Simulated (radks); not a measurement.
# Nuclear size and the levels of Kr

An exercise on one series of results from a longer session: the logs are not shown, and one member is left open.

Method: Dirac Kohn-Sham, LDA (Slater exchange, Perdew-Wang correlation), spin-unpolarised, spherical densities, finite nucleus. Code: radks (a radial shooting solver on a logarithmic mesh, Libxc functionals) version 1.

## What is computed

- element: krypton (Z = 36)
- charge: 0
- electrons: 36
- configuration: [Kr]
- nuclear rms radius: 4.1884 fm

Outer shells as boxes (Hund's rule):

Kr
```
[Ar] core
3d [↑↓][↑↓][↑↓][↑↓][↑↓]
4s [↑↓]
4p [↑↓][↑↓][↑↓]
```

The first run:

Input:

```text
Z 36
configuration [Kr] 5s0 4d0
relativity Dirac
functional lda,pw
spin unpolarised
j_filling average
nucleus finite rms 4.1884 fm
c 137.035999084
```

Steps of the session up to this table: rms radius 4.1884 fm.

One of the session's tables, all rows but one given; the rest of the session is left out.

It belongs to the step «rms radius 4.1884 fm». Radial density 4πr²ρ:

```
r (bohr)  4πr²ρ (e/bohr)
 0.00163           1.187
 0.00259               ?
 0.00415           6.029
 0.00660           12.38
  0.0105           22.92
  0.0167           36.11
  0.0266           44.68
  0.0422           41.23
  0.0672           37.71
   0.107           50.44
   0.170           46.94
   0.270           29.88
   0.433           37.10
   0.689           19.72
    1.10           6.496
    1.74           4.784
    2.77           1.407
    4.41          0.1134
```

**Question.** Estimate the row for r (bohr) = 0.00259.

Worked estimate for «4πr²ρ (e/bohr)». A straight line through the neighbours (0.00163, 1.187) and (0.00415, 6.029) gives 1.187 + (6.029 − 1.187) × (0.00259 − 0.00163) / (0.00415 − 0.00163) = 3.032; a parabola fitted to 3 rows on both sides gives 2.829.

As computed: 4πr²ρ (e/bohr): 2.713. In «4πr²ρ (e/bohr)» the line misses by +0.319 and the parabola by +0.116.
